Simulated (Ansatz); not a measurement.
**GePH2 (quartet): the correlation ladder at a displaced geometry (v1), cc-pVDZ**

Aim: climb from Hartree-Fock through coupled cluster and multireference methods for GePH2 (quartet) at one geometry and basis, and see what each rung misses.

Program: Ansatz 0.2.0, Gaussian basis. Level of theory: cc-pVDZ, core rule «outside noble gas», up to 19 orbitals frozen. These are calculated values, not measurements.

Plan: UHF; CCSD(T) on ROHF; CCSD(T) on UHF; BCCD(T) on ROHF; CISD; CCSDT(Q) on ROHF; CCSDT(Q) on UHF; CASSCF and MRCISD+Q, 11 electrons in 10 orbitals; CASSCF and NEVPT4(SD), 11 electrons in 10 orbitals; CASSCF and NEVPT2, 11 electrons in 10 orbitals.

21 further runs of the same task are left out: 13 that didn't finish, 8 set aside as unsound or not needed.

### 1 What is computed

The geometry is a PBE0/def2-TZVP stationary point (not a proven minimum) with its atoms shifted at random (size 0.040 Å). No spin-orbit coupling is included. The filled d shell of Ge may be among the frozen orbitals whatever the setting's name suggests; the logs give the count.

4 atoms, charge 0, spin multiplicity 4.

Atoms are counted from 1 here; the program's logs count them from 0.

Bond lengths: Ge1–P2 2.581 Å, P2–H3 1.491 Å, P2–H4 1.429 Å. Angles: Ge1–P2–H3 130.6°, Ge1–P2–H4 131.8°, H3–P2–H4 97.6°.

### 2 UHF

Contents of in.yaml:

```yaml
crystal:
  periodic: [false, false, false]
  atoms:
    - {symbol: Ge, position_ang: [0.000326, 0.004509, 0.824464]}
    - {symbol: P, position_ang: [-0.000508, -0.011634, -1.756617]}
    - {symbol: H, position_ang: [0.047456, 1.113441, -2.733340]}
    - {symbol: H, position_ang: [-0.055320, -1.080903, -2.703538]}
basis:
  gaussian: {orbitals: cc-pVDZ}
magnetization: {spin_polarized: true, initial_magnetization: 3}
hamiltonian: {xc: hf}
output: {orbitals: {seedname: orbitals}}
```

Run with:

```bash
$ ansatz run in.yaml --threads 1 --pin off --events-out ev --progress --plain --max-ram 2393MiB
```

Further steps of the session: CCSD(T) on ROHF; CCSD(T) on UHF; BCCD(T) on ROHF; CISD; CCSDT(Q) on ROHF; CCSDT(Q) on UHF; CASSCF and MRCISD+Q, 11 electrons in 10 orbitals; CASSCF and NEVPT4(SD), 11 electrons in 10 orbitals; CASSCF and NEVPT2, 11 electrons in 10 orbitals.

Q: Predict the results of all the runs planned. Wanted: UCCSDT(Q) below the RHF energy; RMP2 from UCCSDT(Q); UMP2 from UCCSDT(Q); RCCSD from UCCSDT(Q); RCCSD(T) from UCCSDT(Q); UCCSD(T) from UCCSDT(Q); RCCSDT(Q) from UCCSDT(Q); NEVPT2 valence from UCCSDT(Q); NEVPT4(SD) valence from UCCSDT(Q).

As calculated:

| quantity | value |
| --- | --- |
| UCCSDT(Q) below the RHF energy | -5.7683 eV |
| RMP2 from UCCSDT(Q) | +28.45 kcal/mol |
| UMP2 from UCCSDT(Q) | +29.16 kcal/mol |
| RCCSD from UCCSDT(Q) | +4.57 kcal/mol |
| RCCSD(T) from UCCSDT(Q) | +1.13 kcal/mol |
| UCCSD(T) from UCCSDT(Q) | +0.96 kcal/mol |
| RCCSDT(Q) from UCCSDT(Q) | +0.18 kcal/mol |
| NEVPT2 valence from UCCSDT(Q) | +25.05 kcal/mol |
| NEVPT4(SD) valence from UCCSDT(Q) | +2.52 kcal/mol |
| MRCISD+Q valence from UCCSDT(Q) | +0.63 kcal/mol |
| levels within 1 kcal/mol (43 meV) | UCCSD(T), RCCSDT, UCCSDT, RCCSDT(Q), MRCISD+Q valence |
| T1 diagnostic | 0.020 |
| effectively unpaired electrons | 3.03 |

**Reading.** RCCSD(T) lands +1.13 kcal/mol from the yardstick (0.9 % of the correlation energy). One determinant dominates. Of the multireference levels listed MRCISD+Q valence comes nearest in total energy (+0.63 kcal/mol), which doesn't show that its space is the better one. These misses are within one basis, not against nature; the frozen cores of restricted and unrestricted runs differ, which can shift their rows.
